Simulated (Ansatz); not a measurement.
# CH5ClSSn: single point in a Gaussian basis in Python

The task is a single point in a Gaussian basis, for CH5ClSSn. SMILES: C[S][SnH2][Cl].

All numbers are computed with the Python package of Ansatz 0.2.0. Level of theory: r2SCAN/def2-SVP.

### 1 Starting point

Bond lengths: C1–S2 1.749 Å, S2–Sn3 2.424 Å, Sn3–Cl4 2.266 Å, C1–H5 1.140 Å, C1–H6 1.138 Å, C1–H7 1.145 Å, Sn3–H8 1.787 Å, Sn3–H9 1.789 Å. Angles: C1–S2–Sn3 92.7°, S2–C1–H5 112.8°, S2–C1–H6 113.7°, S2–C1–H7 110.9°, H5–C1–H6 107.9°, H5–C1–H7 106.2°, H6–C1–H7 104.8°, S2–Sn3–Cl4 109.5°, S2–Sn3–H8 107.0°, S2–Sn3–H9 109.1°, Cl4–Sn3–H8 110.3°, Cl4–Sn3–H9 112.6°, H8–Sn3–H9 108.1°.

No structure file is read: the coordinates are typed or built in the script.

### 2 Script

ch5clssn.py

```python
"""Electronic structure of the CH5ClSSn molecule."""

import ansatz
from ase import Atoms
import numpy as np
import pandas as pd


def main() -> None:
    atoms = Atoms(["C", "S", "Sn", "Cl", "H", "H", "H", "H", "H"], positions=[
        (0.0319, 1.2988, -0.8363),
        (1.4094, 0.246, -0.6058),
        (0.1647, -1.2559, 0.8332),
        (-1.4991, -2.2347, -0.3545),
        (-0.8453, 0.7752, -1.3414),
        (-0.3502, 1.7702, 0.1262),
        (0.3041, 2.1852, -1.5072),
        (1.3161, -2.4892, 1.4224),
        (-0.4432, -0.3419, 2.2463),
    ])
    mol = ansatz.Crystal.molecule_from_ase(atoms)

    model = (
        mol.calculation()
        .basis(gaussian="def2-SVP")
        .functional("r2scan")
        .forces()
    )
    out = model.run(threads=1, backend="cpu")
    data = out.report

    for key in ("converged", "free_energy_ev", "reference_energy_ev", "n_frozen", "n_occupied", "n_virtual"):
        print(f"{key:22s} {data[key]}")

    symbols = [site.symbol for site in mol.cartesian_sites]
    forces = np.array(data["forces_ev_ang"])
    print("largest force", round(float(np.linalg.norm(forces, axis=1).max()), 4), "eV/A, rms", round(float(np.sqrt((forces ** 2).mean())), 4))

    charges = data["charge_distribution"]
    table = pd.DataFrame({"atom": symbols, "mulliken": charges["mulliken_charges_e"], "lowdin": charges["lowdin_charges_e"]})
    print(table.round(3).to_string())
    print("dipole (e A):", np.round(charges["dipole_moment_e_ang"], 4) + 0.0)


if __name__ == "__main__":
    main()
```

### 3 Running it

Run with:

```sh
$ python ch5clssn.py
```

Without the output at hand: what should come out? Wanted: total energy; largest force; dipole moment.

As calculated:

```
     quantity           value
 total energy  -30300.8501 eV
largest force      3.319 eV/Å
dipole moment          1.53 D
```

In words: Forces reach 3.32 eV/Å, so the atoms aren't at rest. Reading the output:
- The geometry is a force-field or estimated start, not a minimum of this method, and the basis set is short of its limit.
- def2 sets replace the cores of elements past krypton by effective core potentials.
- The Löwdin charges here are taken after orthogonalising the functions within each atom; they differ from plain Löwdin charges, and their signs can be unphysical.
